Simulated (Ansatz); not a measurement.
# AsH₃ (singlet): wave-function methods side by side at distance As1–H4 = 1.691 Å, 6-31G

The task here is to estimate one member of a computed series from the others.

Program: Ansatz 0.2.0, Gaussian basis. Level of theory: 6-31G, core rule «outside noble gas», up to 14 orbitals frozen. These are calculated values, not measurements.

To be run: UHF; CCSD(T) on RHF; BCCD(T) on RHF; CISD; CCSDT(Q) on RHF; CCSDTQ on RHF; CASSCF and MRCISD+Q, 2 electrons in 2 orbitals; CASSCF and NEVPT2, 2 electrons in 2 orbitals; CASSCF and MRCISD+Q, 8 electrons in 7 orbitals; CASSCF and NEVPT2, 8 electrons in 7 orbitals; Full CI.

20 further runs of the same task are left out: 15 that didn't finish, 5 set aside as unsound or not needed.

### The geometry

The geometry derives from a PBE0/def2-TZVP stationary point (not a proven minimum). One bond is set to the value named and the two fragments are kept rigid. No spin-orbit coupling is included. The filled d shell of As may be among the frozen orbitals whatever the setting's name suggests; the logs give the count.

4 atoms, charge 0, spin multiplicity 1.

Atoms are counted from 1 here; the program's logs count them from 0.

Bond lengths: As1–H2 1.522 Å, As1–H3 1.522 Å, As1–H4 1.691 Å. Angles: H2–As1–H3 92.0°, H2–As1–H4 92.0°, H3–As1–H4 92.0°.

Set-up of the first run:

in.yaml

```yaml
crystal:
  periodic: [false, false, false]
  atoms:
    - {symbol: As, position_ang: [0.001078, 0.001603, -0.034089]}
    - {symbol: H, position_ang: [1.260191, 0.015578, 0.820294]}
    - {symbol: H, position_ang: [-0.647960, 1.088405, 0.810388]}
    - {symbol: H, position_ang: [-0.692396, -1.223169, 0.903198]}
basis:
  gaussian: {orbitals: 6-31G}
magnetization: {spin_polarized: true, initial_magnetization: 0}
hamiltonian: {xc: hf}
output: {orbitals: {seedname: orbitals}}
```

Command:

```bash
ansatz run in.yaml --threads 1 --pin off --events-out ev --progress --plain --max-ram 2393MiB
```

Steps of the session up to this table: UHF; CCSD(T) on RHF; BCCD(T) on RHF; CISD; CCSDT(Q) on RHF; CCSDTQ on RHF; CASSCF and MRCISD+Q, 2 electrons in 2 orbitals; CASSCF and NEVPT2, 2 electrons in 2 orbitals; CASSCF and MRCISD+Q, 8 electrons in 7 orbitals; CASSCF and NEVPT2, 8 electrons in 7 orbitals; Full CI.

One table of the session follows, with a row left open; its other results are not shown here.

| method | from FCI (meV) |
| --- | --- |
| RHF | +2478.2 |
| RMP2 | +685.0 |
| CISD | +139.3 |
| RCCSD | +34.3 |
| RCCSD(T) | +7.7 |
| BCCD(T) | +7.8 |
| RCCSDT | ? |
| RCCSDT(Q) | +0.2 |
| RCCSDTQ | +0.1 |
| CASSCF pair | +1901.0 |
| NEVPT2 pair | +506.7 |
| MRCISD pair | +77.7 |
| MRCISD+Q pair | -12.1 |
| CASSCF valence | +804.9 |
| NEVPT2 valence | +187.9 |
| MRCISD valence | +22.6 |
| MRCISD+Q valence | +10.0 |
| FCI | 0 |

**Question.** Estimate the row for RCCSDT.

**Answer.** from FCI (meV): +1.5. In the column «from FCI (meV)» it lies between RCCSDT(Q) (+0.2) and RCCSD(T) (+7.7).

Limits of these values: MRCISD+Q pair falls below full CI: the +Q correction isn't variational, and the cores differ from full CI's.
